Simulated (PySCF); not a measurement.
# Mo(OH)2: structure of the triplet

Where does triplet Mo(OH)2 go from a bent start, is the end point a minimum, and what are its modes, charges and moments?

Program: PySCF 2.14.0. Level of theory: PBE0, basis Mo def2-TZVP with ECP28, O def2-TZVP, H def2-TZVP, scalar-relativistic core potentials, no spin–orbit coupling, density fitting. These are calculated values, not measurements.

## Step 1: Where the work starts

5 atoms, charge 0, spin multiplicity 3.

Bond lengths: Mo1–O2 2.010 Å, Mo1–O3 2.010 Å, O2–H4 0.960 Å, O3–H5 0.960 Å. Angles: O2–Mo1–O3 110.0°, Mo1–O2–H4 130.0°, Mo1–O3–H5 130.0°.

```xyz
5
charge 0 multiplicity 3
Mo    0.0000    0.0000    0.0000
O     1.6465    0.0000    1.1529
O    -1.6465    0.0000    1.1529
H     2.1520   -0.7354    1.5068
H    -2.1520    0.7354    1.5068
```

## Step 2: The SCF at the typed geometry

The steps below are one call of a driver around PySCF. For each, scf.py gives the equivalent set-up of the SCF; relaxations use the driver's own optimiser. After this first run the driver tries any further starts and a stability analysis.

Input file scf.py:

```python
from pyscf import gto, scf, dft
mol = gto.M(atom='''
Mo     0.000000     0.000000     0.000000
O      1.646500     0.000000     1.152900
O     -1.646500     0.000000     1.152900
H      2.152000    -0.735400     1.506800
H     -2.152000     0.735400     1.506800''',
    basis={'Mo': 'def2-TZVP', 'O': 'def2-TZVP', 'H': 'def2-TZVP'},
    ecp={'Mo': 'def2-TZVP'},
    charge=0, spin=2)
mf = dft.UKS(mol, xc='PBE0')
mf.grids.atom_grid = (50, 194)
aux = {'Mo': 'def2-universal-JKFIT', 'O': 'def2-universal-JKFIT', 'H': 'def2-universal-JKFIT'}
mf = mf.density_fit(auxbasis=aux)
mf.conv_tol = 1e-08
mf.diis_space = 10
mf.max_cycle = 60
mf.init_guess = 'minao'
mf.verbose = 4
mf.kernel()
```

On the command line:

```sh
$ OMP_NUM_THREADS=4 python axn.py task.json out
```

After this run come: Bent start, triplet: relaxation; Is it a minimum? Harmonic modes.

What does the calculation give? Wanted: minimum; geometry; wavenumbers; dipole moment; highest occupied, lowest empty level; polar-tensor charge of Mo1; zero-point energy; atomisation energy; ⟨S²⟩.

**Answer**, as computed:

```
                                          quantity                                                                                      value
                                           minimum                                                                               triplet, C2v
                                          geometry                     Mo–O 1.819 Å (×2), O–H 0.956 Å (×2); H–O–Mo 156.1° (×2), O–Mo–O 158.9°
                                wavenumbers (cm⁻¹)  99 (a1), 468 (a2), 505 (b1), 519 (b2), 551 (a1), 762 (a1), 784 (b2), 3928 (b2), 3933 (a1)
                                     dipole moment                                                                                     1.64 D
highest occupied, lowest empty level (either spin)                                                                            -4.53, -1.87 eV
                        polar-tensor charge of Mo1                                                                                    +0.83 e
                                 zero-point energy                                                                                69.1 kJ/mol
                               entropy at 298.15 K                                                                            294.1 J/(mol K)
         atomisation energy (no zero-point energy)                                                                                1568 kJ/mol
                                              ⟨S²⟩                                                                                      2.018
```

What this shows: The bent start (C2) ends in a minimum of C2v symmetry. In the infrared the band at 3928 cm⁻¹ (b2) leads. Most of the spin sits on Mo1 (Mulliken spin 2.12, against 2 for the whole molecule). The first SCF alone would have been 63 kJ/mol too high. Other starts or spin states, not run here, may lie lower. Open d and f shells are described by one determinant, and the ground state may have another occupation or spin.
